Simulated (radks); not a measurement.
# I²⁺ in [Kr] 4d10 5s2 5p3: an all-electron calculation

An exercise on one series of results from a longer session: the logs are not shown, and one member is left open.

Method: Dirac Kohn-Sham, LDA (Slater exchange, Perdew-Wang correlation), spin-unpolarised, spherical densities, finite nucleus; open shells fill j = l - 1/2 first. Code: radks (a radial shooting solver on a logarithmic mesh, Libxc functionals) version 1.

**Starting point**

- element: iodine (Z = 53)
- charge: +2
- electrons: 51
- configuration: [Kr] 4d10 5s2 5p3
- nuclear rms radius: 4.75 fm

The first run:

Input:

```text
Z 53
configuration [Kr] 4d10 5s2 5p3
relativity Dirac
functional lda,pw
spin unpolarised
j_filling energy
nucleus finite rms 4.75 fm
c 137.035999084
```

On the command line:

```bash
$ python run_ks.py task.json out
```

This one command runs every case of the session in turn.

Among the steps run: Self-consistent calculation.

One of the session's tables, all rows but one given; the rest of the session is left out.

It belongs to the step «Radial structure». From the orbitals of this run (lengths in bohr):

| level | <r> | outermost maximum (interpolated) | 90 % within | nodes |
| --- | --- | --- | --- | --- |
| 1s1/2 | 0.02725 | 0.0176 | 0.0490 | 0 |
| 2s1/2 | 0.1168 | 0.0994 | 0.181 | 1 |
| 2p1/2 | 0.09850 | 0.0761 | 0.162 | 0 |
| 2p3/2 | 0.1042 | 0.0809 | 0.169 | 0 |
| 3s1/2 | 0.3143 | 0.286 | 0.462 | 2 |
| 3p1/2 | 0.3043 | 0.272 | 0.458 | 1 |
| 3p3/2 | 0.3159 | 0.283 | 0.474 | 1 |
| 3d3/2 | 0.2866 | 0.230 | 0.451 | 0 |
| 3d5/2 | ? | ? | ? | ? |
| 4s1/2 | 0.7399 | 0.681 | 1.07 | 3 |
| 4p1/2 | 0.7724 | 0.698 | 1.13 | 2 |
| 4p3/2 | 0.8010 | 0.723 | 1.17 | 2 |
| 4d3/2 | 0.9130 | 0.773 | 1.39 | 1 |
| 4d5/2 | 0.9245 | 0.782 | 1.41 | 1 |
| 5s1/2 | 1.873 | 1.67 | 2.71 | 4 |
| 5p1/2 | 2.151 | 1.88 | 3.14 | 3 |
| 5p3/2 | 2.232 | 1.95 | 3.26 | 3 |

Estimate the missing values for 3d5/2.

As computed: <r>: 0.2903; outermost maximum (interpolated): 0.233; 90 % within: 0.456; nodes: 0. In the column «<r>» it lies between 3d3/2 (0.2866) and 3p1/2 (0.3043).

Limits of these values: Spin polarisation and multiplet splitting are left out.
